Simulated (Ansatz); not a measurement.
# Si16O: the cost of one run

Method: DFT PBE+D3(BJ), plane waves, PAW, scalar-relativistic, collinear spin, in Ansatz 0.2.0.

## (1) Starting point

The cell holds 17 atoms (OSi16): a = 7.679 Å, b = 7.679 Å, c = 7.679 Å, α = 60.00°, β = 60.00°, γ = 60.00°.

Structure file:

```
CELL_PARAMETERS angstrom
0.00000 5.43000 5.43000
5.43000 0.00000 5.43000
5.43000 5.43000 0.00000
ATOMIC_POSITIONS crystal
Si 0.00000 0.00000 0.00000
Si 0.12500 0.12500 0.12500
Si 0.00000 0.00000 0.50000
Si 0.12500 0.12500 0.62500
Si 0.00000 0.50000 0.00000
Si 0.12500 0.62500 0.12500
Si 0.00000 0.50000 0.50000
Si 0.12500 0.62500 0.62500
Si 0.50000 0.00000 0.00000
Si 0.62500 0.12500 0.12500
Si 0.50000 0.00000 0.50000
Si 0.62500 0.12500 0.62500
Si 0.50000 0.50000 0.00000
Si 0.62500 0.62500 0.12500
Si 0.50000 0.50000 0.50000
Si 0.62500 0.62500 0.62500
O 0.05500 0.31482 0.81380
```

## (2) Relaxing the start

input.yaml reads:

```yaml
accuracy: low
crystal:
  lattice:
    - [0.0, 5.43, 5.43]
    - [5.43, 0.0, 5.43]
    - [5.43, 5.43, 0.0]
  atoms:
    - { symbol: Si, position: [0.0, 0.0, 0.0] }
    - { symbol: Si, position: [0.125, 0.125, 0.125] }
    - { symbol: Si, position: [0.0, 0.0, 0.5] }
    - { symbol: Si, position: [0.125, 0.125, 0.625] }
    - { symbol: Si, position: [0.0, 0.5, 0.0] }
    - { symbol: Si, position: [0.125, 0.625, 0.125] }
    - { symbol: Si, position: [0.0, 0.5, 0.5] }
    - { symbol: Si, position: [0.125, 0.625, 0.625] }
    - { symbol: Si, position: [0.5, 0.0, 0.0] }
    - { symbol: Si, position: [0.625, 0.125, 0.125] }
    - { symbol: Si, position: [0.5, 0.0, 0.5] }
    - { symbol: Si, position: [0.625, 0.125, 0.625] }
    - { symbol: Si, position: [0.5, 0.5, 0.0] }
    - { symbol: Si, position: [0.625, 0.625, 0.125] }
    - { symbol: Si, position: [0.5, 0.5, 0.5] }
    - { symbol: Si, position: [0.625, 0.625, 0.625] }
    - { symbol: O, position: [0.054996, 0.3148167, 0.8138047], spin: 1.0 }
magnetization:
  spin_polarized: true
basis:
  ecutwfc: 420.0
kpoints:
  mp_grid: { grid: [2, 2, 2] }
hamiltonian:
  xc: pbe
  dispersion: d3bj
  pseudopotentials: { kind: paw, azcp: { folder: soft_1 } }
scf:
  occupations: { method: fermi_dirac, width: 0.05 }
  lower_state_search: "off"
relax:
  f_tol: 0.08
  max_steps: 25
  adjacent_minimum: "off"
```

Command:

```
$ ansatz run input.yaml --threads 1 --pin off --max-ram 3072MiB --backend cpu --events-out ev --progress --plain --runs-dir out
```

Q: Estimate wall time and peak memory on 1 thread of Arm Neoverse V1, shared host.

About 3 min, with a peak of 0.66 GiB.
